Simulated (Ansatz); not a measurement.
Consider a ranking of polymorphs by energy of 2 structures of Be3N2 (Ansatz 0.2.0, Python API).

`polymorphs.py`
```python
# -*- coding: utf-8 -*-
"""Polymorphs of Be3N2, after relaxing atoms and volume at fixed cell shape."""

import warnings

import ansatz as az
from ase import Atoms
import numpy as np
from tabulate import tabulate


def solve(name, crystal):
    calc = (
        crystal.calculation()
        .functional("pbesol")
        .basis(630)
        .accuracy("low")
        .scf(extra_bands=16, lower_state_search="light", algorithm="density_mixing", self_checks="low")
        .kpoints(spacing=0.34)
        .occupations("fixed")
        .stress()
        .band_table()
    )
    calc = calc.relax(force_tolerance=0.01, fix_cell=["shape"])
    return calc.run(threads=1)


def gap_ev(outcome):
    # nan where the run reports no band edges: a metal, overlapping bands, or a gap that is small against the smearing
    edges = outcome.report.get("band_edges_ev")
    return edges[1] - edges[0] if edges else float("nan")


def pressure_gpa(outcome):
    return float(np.trace(outcome.report["stress_gpa"]) / 3)

warnings.simplefilter("ignore", az.DeckWarning)

phases = {}
r3m = (
    az.Lattice.from_parameters(2.83961, 2.83961, 14.598647, alpha=90, beta=90, gamma=120)
    .space_group(160)
    .atom("Be", (0.0, 0.0, 0.140999))
    .atom("Be", (2 / 3, 1 / 3, 0.015639))
    .atom("Be", (2 / 3, 1 / 3, 0.244527))
    .atom("N", (2 / 3, 1 / 3, 0.129171))
    .atom("N", (0.0, 0.0, 0.291565))
    .primitive()
)
phases["R3m"] = r3m
atoms = Atoms(
    ["Be", "Be", "Be", "N", "N"],
    scaled_positions=[
        (0.0, 0.0, 0.0),
        (2 / 3, 1 / 3, 0.649633),
        (1 / 3, 2 / 3, 0.350367),
        (1 / 3, 2 / 3, 0.747058),
        (2 / 3, 1 / 3, 0.252942),
    ],
    cell=[
        (2.817778, 0.0, 0.0),
        (-1.408889, 2.440267, 0.0),
        (0.0, 0.0, 4.667022),
    ],
    pbc=True,
)
p_3m1 = az.Crystal.from_ase(atoms)
phases["P-3m1"] = p_3m1

done = {}
for name, crystal in phases.items():
    done[name] = solve(name, crystal)
    print(f"{name}: {done[name].report['energy_sigma0_ev']:.4f} eV, {len(done[name].lattice.sites)} atoms")

energy = {name: o.report["energy_sigma0_ev"] / len(o.lattice.sites) for name, o in done.items()}
lowest = min(energy.values())
rows = [(name, len(o.lattice.sites), 1000 * (energy[name] - lowest), gap_ev(o), pressure_gpa(o)) for name, o in done.items()]
rows.sort(key=lambda row: row[2])
print(tabulate(rows, headers=["phase", "atoms", "dE (meV/atom)", "gap (eV)", "P (GPa)"], floatfmt=".4f", tablefmt="simple"))
```

Which of these structures comes out lowest, and how far apart are they?

By space group at the end of each run: R3m (+0 meV an atom, 6.8 Å³) and P-3m1 (+141 meV an atom, 6.3 Å³).

What the script printed:

```console
$ python polymorphs.py
R3m: -1033.5209 eV, 5 atoms
P-3m1: -1032.8153 eV, 5 atoms
phase      atoms    dE (meV/atom)    gap (eV)    P (GPa)
-------  -------  ---------------  ----------  ---------
R3m            5           0.0000      2.6563     0.0007
P-3m1          5         141.1205      4.2482     0.0024
```

These settings explore the input space; cutoff and mesh may be short of convergence. Semilocal gaps usually lie well under measured ones. Atoms and volume are relaxed with the cell's shape held, which in cells of lower than cubic symmetry can hide stresses and shift volumes. Pressure is positive in compression. The cells come from databases of deposited and of computed structures, and not all need be stable phases. Gaps and levels are Kohn-Sham values on a finite set of k-points. The ranking holds among these structures alone, at zero temperature; the ground state may be another structure. Differences under 10 to 15 meV an atom lie within the error of mesh and functional. Finished in 38 s on 1 thread of Arm Neoverse V2 (shared host), peak memory 0.47 GiB.
